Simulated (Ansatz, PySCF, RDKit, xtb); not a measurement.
# Isomers of C4H2ClFN2, a sample narrowed down

Which of a sample of isomers of C4H2ClFN2 is the most stable in the gas at 298.15 K, and what are its properties? The sample is small against all isomers, and the most stable one of this formula need not be in it.

The funnel: GFN2-xTB relaxations, single points with a density functional, relaxations at r2SCAN-D4/def2-SVP, harmonic vibrations (at GFN2-xTB), and a last energy at a higher level. All values are calculated.

### Step 1. Candidates

Isomers were taken from a list of plausible structures; this is a sample, not all of them. That gives 8 candidates.

| label | SMILES | spin |
| --- | --- | --- |
| c163 | Fc1nnccc1Cl | singlet |
| c486 | Fc1cnc(Cl)cn1 | singlet |
| c539 | Fc1nccc(Cl)n1 | singlet |
| c601 | Fc1ncncc1Cl | singlet |
| c727 | Fc1cnnc(Cl)c1 | singlet |
| c759 | Fc1nccnc1Cl | singlet |
| c761 | Fc1cncc(Cl)n1 | singlet |
| c974 | Fc1cncnc1Cl | singlet |

Candidates are built by distance geometry, with a force field where one applies, in up to four conformers (letters a to d).

Q: Predict the outcome of this search (final energies at CCSD(T)/def2-SVP + MP2/def2-TZVPP - MP2/def2-SVP).

| quantity | value |
| --- | --- |
| lowest structure found | Fc1nccc(Cl)n1, singlet |
| next finalist | Fc1ncncc1Cl, singlet, 5.3 kcal/mol higher in G |
| share at equilibrium, among the finalists | 100.0 % |
| dipole moment (PBE0/def2-SVPD) | 3.34 D |
| HOMO energy (PBE0/def2-SVPD) | -8.46 eV |
| LUMO energy (PBE0/def2-SVPD) | -2.05 eV |
| HOMO–LUMO gap (PBE0/def2-SVPD) | 6.41 eV |
| lowest excitation (TD-PBE0/def2-SVPD) | 4.68 eV (f = 0.005) |
| strongest of the states computed, same level | 6.79 eV (f = 0.153) |
| lowest triplet excitation, same level, Tamm-Dancoff | 4.17 eV |
| vertical ionisation energy | 10.41 eV |
| vertical electron affinity | 0.19 eV |
| vertical triplet less singlet | +4.24 eV |

The search ends on `Fc1nccc(Cl)n1`. The margin of 5.3 kcal/mol over the next finalist is beyond the usual error of the last level; it says nothing of structures that weren't ranked. GFN2-xTB, HF/STO-3G, r2SCAN-D4/def2-SVP, r2SCAN-D4/def2-SVP, relaxed, HF/def2-SVP and MP2/def2-SVP already put its bonding pattern lowest among the structures in one piece. Lowest found is not proven lowest: the search is finite, and each finalist counts with one conformer. Only 8 drawn patterns were tried, so whole families of isomers are missing, and the result ranks this sample alone. The lowest isomer need not be the one that is made and kept in a bottle, which depends on barriers.
